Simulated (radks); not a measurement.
# Cd⁺ in [Ar] 3d10 4s2 4p5.5 4d10 5s1 5p0.5: an all-electron calculation

Wanted: eigenvalues, radial structure and energy terms of the cadmium ion Cd+.

The numbers are computed with radks (a radial shooting solver on a logarithmic mesh, Libxc functionals) version 1 (Dirac Kohn-Sham, OLYP, spin-unpolarised, spherical densities, finite nucleus; open shells fill j = l - 1/2 first), except any that are marked as measured or tabulated.

**1. What is computed**

- element: cadmium (Z = 48)
- charge: +1
- electrons: 47
- configuration: [Ar] 3d10 4s2 4p5.5 4d10 5s1 5p0.5
- nuclear rms radius: 4.6087 fm

**2. The calculation**

Input:

```text
Z 48
configuration [Ar] 3d10 4s2 4p5.5 4d10 5s1 5p0.5
relativity Dirac
functional optx,lyp
spin unpolarised
j_filling energy
nucleus finite rms 4.6087 fm
c 137.035999084
```

Started as:

```sh
$ python run_ks.py task.json out
```

All runs below come from this command, one after another.

What does the calculation give?

**Answer**, as computed:

```
                        quantity                   value
                    total energy     -5596.55983 hartree
exchange-correlation share of it                  2.80 %
                            −T/E                  1.0486
          highest occupied level        5p1/2, -8.174 eV
    most extended occupied level  5p1/2, <r> = 3.33 bohr
 radius at density 0.001 e/bohr³               4.10 bohr
    maxima of the radial density                       4
```

**Reading.** 5 principal shells are occupied and 4 maxima appear in the radial density; where shells overlap, one shows as a shoulder or not at all. Relativity lifts −T/E to 1.049. This is not the tabulated ground configuration, so its levels and sizes aren't those of the ground state, and no measured value stands beside it.
